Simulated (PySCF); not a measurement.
# C2H6GeOS (SMILES C[O][Ge][S]C) at 6 levels

Wanted: a comparison of 6 runs (HF/STO-3G, HF/3-21G, B3LYP/6-31G*, B3LYP/pcseg-1, PBE0/def2-SVP, CCSD/def2-SVP) of C2H6GeOS. Input form: a Python script.

Program for the calculation: PySCF 2.14.0.

## 1. Starting point

C2H6GeOS: 11 atoms, total charge 0, spin state singlet. As SMILES, `C[O][Ge][S]C`. Geometry: relaxed at PBE0-D4/def2-TZVP. This is one conformer, not always the lowest.

Bond lengths: C1–O2 1.408 Å, O2–Ge3 1.795 Å, Ge3–S4 2.227 Å, S4–C5 1.812 Å, C1–H6 1.094 Å, C1–H7 1.098 Å, C1–H8 1.094 Å, C5–H9 1.089 Å, C5–H10 1.090 Å, C5–H11 1.088 Å. Some angles: C1–O2–Ge3 120.7°, O2–Ge3–S4 97.9°, Ge3–S4–C5 107.5°, O2–C1–H6 109.6°, O2–C1–H7 112.8°, O2–C1–H8 109.6°, S4–C5–H9 108.5°, S4–C5–H10 108.5°, S4–C5–H11 110.3°, H6–C1–H7 108.1°.

## 2. Energy and forces at HF/STO-3G (run 1)

calc.py

```python
import pyscf.grad
from pyscf import gto

mol = gto.M(
    atom='''
C     -1.877900     0.941200    -0.549000
O     -0.623900     0.494300    -0.089800
Ge     0.381500     1.528700     0.978400
S      2.105100     0.139600     1.218400
C      1.735600    -1.356800     0.264900
H     -1.881000     0.967700    -1.642800
H     -2.131900     1.944500    -0.182000
H     -2.658500     0.249600    -0.218100
H      1.727300    -2.207900     0.945000
H      2.520200    -1.495800    -0.478200
H      0.769000    -1.262200    -0.225900
''',
    verbose=3,
    basis='sto-3g',
    max_memory=1860,
    spin=0,
)

mf = mol.RHF()
mf.conv_tol = 1e-10
mf.kernel()
if not mf.converged:
    mf = mf.newton().run(mf.mo_coeff, mf.mo_occ)

e_tot = mf.e_tot
print(f'total energy: {e_tot:.8f} hartree')
grad = mf.Gradients().kernel()
dip = mf.dip_moment()
pop, q = mf.mulliken_pop()
```

On the command line:

```sh
$ OMP_NUM_THREADS=1 python calc.py
```

The log of the run:

```text
converged SCF energy = -2597.0964604496
total energy: -2597.09646045 hartree
--------------- RHF gradients ---------------
         x                y                z
0 C     0.0036513787    -0.0103545960    -0.0032295152
1 O    -0.0516527564    -0.0158628956    -0.0361222719
2 Ge     0.0125976902     0.0414871959     0.0277289871
3 S     0.0218797593    -0.0133526764     0.0052158661
4 C    -0.0013363960    -0.0137337305    -0.0076022006
5 H     0.0034690558    -0.0004902366     0.0017925520
6 H     0.0038220178     0.0024548884     0.0033136193
7 H     0.0035638489    -0.0004137099     0.0016072004
8 H     0.0013736472     0.0007999377     0.0065712590
9 H     0.0052978647     0.0042502866    -0.0004029495
10 H    -0.0026661103     0.0052155367     0.0011274533
----------------------------------------------
Dipole moment(X, Y, Z, Debye): -1.26357,  0.36429, -0.50622
 ** Mulliken pop  **
pop of  0 C 1s            1.99232
pop of  0 C 2s            1.17738
pop of  0 C 2px           0.87684
pop of  0 C 2py           1.00412
pop of  0 C 2pz           1.01259
pop of  1 O 1s            1.99780
pop of  1 O 2s            1.82498
pop of  1 O 2px           1.25940
pop of  1 O 2py           1.67664
pop of  1 O 2pz           1.65409
pop of  2 Ge 1s           1.99999
pop of  2 Ge 2s           1.99962
pop of  2 Ge 3s           1.99902
pop of  2 Ge 4s           1.77380
pop of  2 Ge 2px          1.99953
pop of  2 Ge 2py          1.99962
pop of  2 Ge 2pz          1.99952
pop of  2 Ge 3px          1.97704
pop of  2 Ge 3py          1.98210
pop of  2 Ge 3pz          1.97638
pop of  2 Ge 4px          0.55562
pop of  2 Ge 4py          0.87009
pop of  2 Ge 4pz          0.44471
pop of  2 Ge 3dxy         1.98781
pop of  2 Ge 3dyz         1.99354
pop of  2 Ge 3dz^2        1.99745
pop of  2 Ge 3dxz         1.99318
pop of  2 Ge 3dx2-y2      1.99951
pop of  3 S 1s            1.99991
pop of  3 S 2s            1.99668
pop of  3 S 3s            1.87040
pop of  3 S 2px           1.98912
pop of  3 S 2py           1.98135
pop of  3 S 2pz           1.99229
pop of  3 S 3px           1.50428
pop of  3 S 3py           1.11306
pop of  3 S 3pz           1.62311
pop of  4 C 1s            1.99235
pop of  4 C 2s            1.22969
pop of  4 C 2px           1.03700
pop of  4 C 2py           0.99561
pop of  4 C 2pz           1.01618
pop of  5 H 1s            0.94372
pop of  6 H 1s            0.95170
pop of  7 H 1s            0.94370
pop of  8 H 1s            0.93804
pop of  9 H 1s            0.93795
pop of  10 H 1s           0.91918
 ** Mulliken atomic charges  **
charge of    0C =     -0.06325
charge of    1O =     -0.41291
charge of    2Ge =      0.45147
charge of    3S =     -0.07019
charge of    4C =     -0.27083
charge of    5H =      0.05628
charge of    6H =      0.04830
charge of    7H =      0.05630
charge of    8H =      0.06196
charge of    9H =      0.06205
charge of   10H =      0.08082
```

Wall time 4.8 s (1 thread of Intel Xeon at 2.70GHz, shared host); peak memory 0.12 GiB.

## 3. Energy and gradient at HF/3-21G (run 2)

calc.py

```python
from pyscf import gto

mol = gto.M(
    atom=[
    ('C', (-1.877900, 0.941200, -0.549000)),
    ('O', (-0.623900, 0.494300, -0.089800)),
    ('Ge', (0.381500, 1.528700, 0.978400)),
    ('S', (2.105100, 0.139600, 1.218400)),
    ('C', (1.735600, -1.356800, 0.264900)),
    ('H', (-1.881000, 0.967700, -1.642800)),
    ('H', (-2.131900, 1.944500, -0.182000)),
    ('H', (-2.658500, 0.249600, -0.218100)),
    ('H', (1.727300, -2.207900, 0.945000)),
    ('H', (2.520200, -1.495800, -0.478200)),
    ('H', (0.769000, -1.262200, -0.225900)),
],
    max_memory=1860,
    spin=0,
    verbose=4,
    basis='3-21g',
)

mf = mol.RHF()
mf.conv_tol = 1e-10
mf.kernel()
if not mf.converged:
    mf = mf.newton().run(mf.mo_coeff, mf.mo_occ)

etot = mf.e_tot
print(f'total energy: {etot:.8f} hartree')
grad = mf.nuc_grad_method().kernel()
mf.analyze()
```

On the command line:

```sh
$ OMP_NUM_THREADS=1 python calc.py
```

The log of the run:

```text
PySCF version 2.14.0

[... 83 lines left out ...]
One-electron Energy =                -4512.131350967601975
[... 8 lines left out ...]
MO #4   energy= -45.9609290643719  occ= 2
[... 6 lines left out ...]
MO #11  energy= -7.17293183701737  occ= 2
[... 6 lines left out ...]
MO #18  energy= -1.57844171799896  occ= 2
[... 6 lines left out ...]
MO #25  energy= -0.92963890312698  occ= 2
[... 6 lines left out ...]
MO #32  energy= -0.53933631585945  occ= 2
[... 6 lines left out ...]
MO #39  energy= 0.125357411105479  occ= 0
[... 6 lines left out ...]
MO #46  energy= 0.340365465222881  occ= 0
[... 6 lines left out ...]
MO #53  energy= 0.74037429275717   occ= 0
[... 6 lines left out ...]
MO #60  energy= 0.992906076686627  occ= 0
[... 6 lines left out ...]
MO #67  energy= 1.35306085435374   occ= 0
[... 6 lines left out ...]
MO #74  energy= 3.30505902078727   occ= 0
[... 49 lines left out ...]
pop of  3 S 3px           1.63315
pop of  3 S 3py           1.21168
pop of  3 S 3pz           1.65704
pop of  3 S 4px           0.00238
pop of  3 S 4py           0.00675
pop of  3 S 4pz           0.00486
pop of  4 C 1s            1.99968
pop of  4 C 2s            1.05013
pop of  4 C 3s            0.00090
pop of  4 C 2px           1.16305
pop of  4 C 2py           1.01985
pop of  4 C 2pz           1.10155
pop of  4 C 3px           0.00092
pop of  4 C 3py           0.00211
pop of  4 C 3pz           0.00116
pop of  5 H 1s            0.89896
pop of  5 H 2s            0.01029
pop of  6 H 1s            0.92258
pop of  6 H 2s            0.00894
pop of  7 H 1s            0.89892
pop of  7 H 2s            0.01029
pop of  8 H 1s            0.87564
pop of  8 H 2s            0.01013
pop of  9 H 1s            0.87556
pop of  9 H 2s            0.01012
pop of  10 H 1s           0.85599
pop of  10 H 2s           0.01385
 ** Mulliken atomic charges  **
charge of    0C =     -0.02571
charge of    1O =     -0.62248
charge of    2Ge =      0.61016
charge of    3S =     -0.23137
charge of    4C =     -0.33935
charge of    5H =      0.09076
charge of    6H =      0.06848
charge of    7H =      0.09080
charge of    8H =      0.11423
charge of    9H =      0.11432
charge of   10H =      0.13016
Dipole moment(X, Y, Z, Debye): -2.97495,  0.60781, -1.31579
```

Wall time 6 s (1 thread of Intel Xeon at 2.70GHz, shared host); peak memory 0.15 GiB.

Runs 3 to 4 aren't shown in full; the table further down has their settings and results.

## 4. Energy and gradient at PBE0/def2-SVP (run 5)

input.py

```python
from pyscf import gto, dft

mol = gto.M(
    atom='''
C       -1.877900       0.941200      -0.549000
O       -0.623900       0.494300      -0.089800
Ge       0.381500       1.528700       0.978400
S        2.105100       0.139600       1.218400
C        1.735600      -1.356800       0.264900
H       -1.881000       0.967700      -1.642800
H       -2.131900       1.944500      -0.182000
H       -2.658500       0.249600      -0.218100
H        1.727300      -2.207900       0.945000
H        2.520200      -1.495800      -0.478200
H        0.769000      -1.262200      -0.225900
''',
    max_memory=1860,
    verbose=4,
    basis='def2-svp',
    spin=0,
)

calc0 = dft.RKS(mol, xc='pbe0')
calc0.grids.level = 5
calc0.conv_tol = 1e-10
calc0.kernel()
if not calc0.converged:
    calc0 = calc0.newton().run(calc0.mo_coeff, calc0.mo_occ)

e_final = calc0.e_tot
print(f'total energy: {e_final:.8f} hartree')
grad = calc0.nuc_grad_method().kernel()
calc0.analyze()
```

On the command line:

```sh
$ OMP_NUM_THREADS=1 python input.py
```

The log of the run:

```text
PySCF version 2.14.0

[... 105 lines left out ...]
MO #1   energy= -399.065886660447  occ= 2
[... 10 lines left out ...]
MO #12  energy= -5.93459398941486  occ= 2
[... 10 lines left out ...]
MO #23  energy= -1.01688784269767  occ= 2
[... 10 lines left out ...]
MO #34  energy= -0.31299058554368  occ= 2
[... 10 lines left out ...]
MO #45  energy= 0.146222092033238  occ= 0
[... 10 lines left out ...]
MO #56  energy= 0.439405064240312  occ= 0
[... 10 lines left out ...]
MO #67  energy= 0.674420682590726  occ= 0
[... 10 lines left out ...]
MO #78  energy= 0.894598516305165  occ= 0
[... 10 lines left out ...]
MO #89  energy= 1.52964507602227   occ= 0
[... 10 lines left out ...]
MO #100 energy= 2.00604152198926   occ= 0
[... 10 lines left out ...]
MO #111 energy= 2.55778984888421   occ= 0
[... 10 lines left out ...]
MO #122 energy= 3.36833967136671   occ= 0
[... 97 lines left out ...]
pop of  5 H 2py           0.00007
pop of  5 H 2pz           0.00122
pop of  6 H 1s            0.90761
pop of  6 H 2s            0.00797
pop of  6 H 2px           0.00026
pop of  6 H 2py           0.00107
pop of  6 H 2pz           0.00020
pop of  7 H 1s            0.88694
pop of  7 H 2s            0.00872
pop of  7 H 2px           0.00063
pop of  7 H 2py           0.00062
pop of  7 H 2pz           0.00018
pop of  8 H 1s            0.86903
pop of  8 H 2s            0.00852
pop of  8 H 2px           0.00006
pop of  8 H 2py           0.00074
pop of  8 H 2pz           0.00046
pop of  9 H 1s            0.86901
pop of  9 H 2s            0.00852
pop of  9 H 2px           0.00060
pop of  9 H 2py           0.00007
pop of  9 H 2pz           0.00059
pop of  10 H 1s           0.85549
pop of  10 H 2s           0.01198
pop of  10 H 2px          0.00110
pop of  10 H 2py          0.00017
pop of  10 H 2pz          0.00030
 ** Mulliken atomic charges  **
charge of    0C =     -0.07795
charge of    1O =     -0.54272
charge of    2Ge =      0.43956
charge of    3S =     -0.13502
charge of    4C =     -0.34590
charge of    5H =      0.10290
charge of    6H =      0.08288
charge of    7H =      0.10291
charge of    8H =      0.12119
charge of    9H =      0.12121
charge of   10H =      0.13096
Dipole moment(X, Y, Z, Debye): -1.65870, -0.18359, -0.99609
```

Wall time 88 s (1 thread of Intel Xeon at 2.70GHz, shared host); peak memory 1.3 GiB.

## 5. A single-point energy at CCSD/def2-SVP (run 6)

job.py

```python
from pyscf import gto, cc

mol = gto.Mole()
mol.atom = '''
C     -3.548717     1.778610    -1.037460
O     -1.179000     0.934092    -0.169697
Ge     0.720931     2.888824     1.848908
S      3.978062     0.263806     2.302442
C      3.279809    -2.563980     0.500588
H     -3.554575     1.828688    -3.104442
H     -4.028707     3.674572    -0.343930
H     -5.023837     0.471676    -0.412149
H      3.264124    -4.172326     1.785791
H      4.762488    -2.826652    -0.903667
H      1.453199    -2.385212    -0.426889
'''
mol.unit = 'bohr'
mol.basis = 'def2-svp'
mol.verbose = 4
mol.max_memory = 1860
mol.spin = 0
mol.build()

mf = mol.RHF()
mf.conv_tol = 1e-10
mf.kernel()
if not mf.converged:
    mf = mf.newton().run(mf.mo_coeff, mf.mo_occ)

mycc = cc.CCSD(mf, frozen=17)
mycc.kernel()
e_tot = mycc.e_tot
print('E = %.10f Eh' % e_tot)
mf.analyze()
```

On the command line:

```sh
$ OMP_NUM_THREADS=1 python job.py
```

The log of the run:

```text
PySCF version 2.14.0

[... 110 lines left out ...]
MO #2   energy= -91.8982190156393  occ= 2
[... 11 lines left out ...]
MO #14  energy= -6.62044531695942  occ= 2
[... 11 lines left out ...]
MO #26  energy= -0.842246621631507 occ= 2
[... 11 lines left out ...]
MO #38  energy= 0.048898762521651  occ= 0
[... 11 lines left out ...]
MO #50  energy= 0.479973408422336  occ= 0
[... 11 lines left out ...]
MO #62  energy= 0.751026650101941  occ= 0
[... 11 lines left out ...]
MO #74  energy= 1.00969806306097   occ= 0
[... 11 lines left out ...]
MO #86  energy= 1.64701301834166   occ= 0
[... 11 lines left out ...]
MO #98  energy= 2.24061487534184   occ= 0
[... 11 lines left out ...]
MO #110 energy= 2.88847588811173   occ= 0
[... 11 lines left out ...]
MO #122 energy= 3.75974477935982   occ= 0
[... 97 lines left out ...]
pop of  5 H 2py           0.00006
pop of  5 H 2pz           0.00197
pop of  6 H 1s            0.92838
pop of  6 H 2s            0.00796
pop of  6 H 2px           0.00031
pop of  6 H 2py           0.00172
pop of  6 H 2pz           0.00024
pop of  7 H 1s            0.90709
pop of  7 H 2s            0.00921
pop of  7 H 2px           0.00099
pop of  7 H 2py           0.00095
pop of  7 H 2pz           0.00023
pop of  8 H 1s            0.88917
pop of  8 H 2s            0.00890
pop of  8 H 2px           0.00003
pop of  8 H 2py           0.00118
pop of  8 H 2pz           0.00067
pop of  9 H 1s            0.88916
pop of  9 H 2s            0.00890
pop of  9 H 2px           0.00090
pop of  9 H 2py           0.00007
pop of  9 H 2pz           0.00091
pop of  10 H 1s           0.86482
pop of  10 H 2s           0.01178
pop of  10 H 2px          0.00169
pop of  10 H 2py          0.00012
pop of  10 H 2pz          0.00044
 ** Mulliken atomic charges  **
charge of    0C =      0.01353
charge of    1O =     -0.66367
charge of    2Ge =      0.59469
charge of    3S =     -0.20659
charge of    4C =     -0.28369
charge of    5H =      0.08151
charge of    6H =      0.06139
charge of    7H =      0.08154
charge of    8H =      0.10006
charge of    9H =      0.10007
charge of   10H =      0.12114
Dipole moment(X, Y, Z, Debye): -1.85063,  0.08721, -0.96495
```

It took 81 s on 1 thread of Intel Xeon at 2.70GHz, shared host; peak memory 1.2 GiB.

## 6. All runs side by side

```csv
run,level,integration grid,task,energy (Eh),dipole moment (D) of the reference,HOMO energy (eV),LUMO energy (eV),wall time
1,HF/STO-3G,–,gradient,-2597.096460,1.41,-6.13,5.27,4.8 s
2,HF/3-21G,–,gradient,-2614.192461,3.31,-9.28,1.13,6 s
3,B3LYP/6-31G* (spherical functions),5,gradient,-2630.034794,2.09,-6.64,-1.83,73 s
4,B3LYP/pcseg-1,5,gradient,-2630.069439,2.03,-6.80,-1.97,91 s
5,PBE0/def2-SVP,5,gradient,-2629.194757,1.94,-6.89,-1.64,88 s
6,CCSD/def2-SVP,–,energy,-2627.367646,2.09,-9.29,1.33,81 s
```

## 7. Summary of results

| quantity | value |
| --- | --- |
| run 6: total energy | -2627.36765 Eh |
| run 6: dipole moment (Hartree–Fock density) | 2.09 D |
| run 6: HOMO energy (Hartree–Fock orbitals) | -9.29 eV |
| run 6: LUMO energy (Hartree–Fock orbitals) | 1.33 eV |
| run 6: HOMO–LUMO gap (Hartree–Fock orbitals) | 10.62 eV |
| run 6: correlation energy (17 core orbitals frozen) | -858.0 mEh |
| run 6: T1 diagnostic | 0.015 |

**Reading.** Over runs 1, 2, 3, 4, 5 the dipole moment (its size) runs from 1.41 D (HF/STO-3G) to 3.31 D (HF/3-21G). Over runs 1, 2, 3, 4, 5 the HOMO–LUMO gap runs from 4.80 eV (B3LYP/6-31G*) to 11.40 eV (HF/STO-3G). The two ends differ in method and basis. Totals of different functionals can't be ranked against each other. In run 1 the basis is minimal, so the values are rough. All runs together took 5.7 min, the longest 91 s.
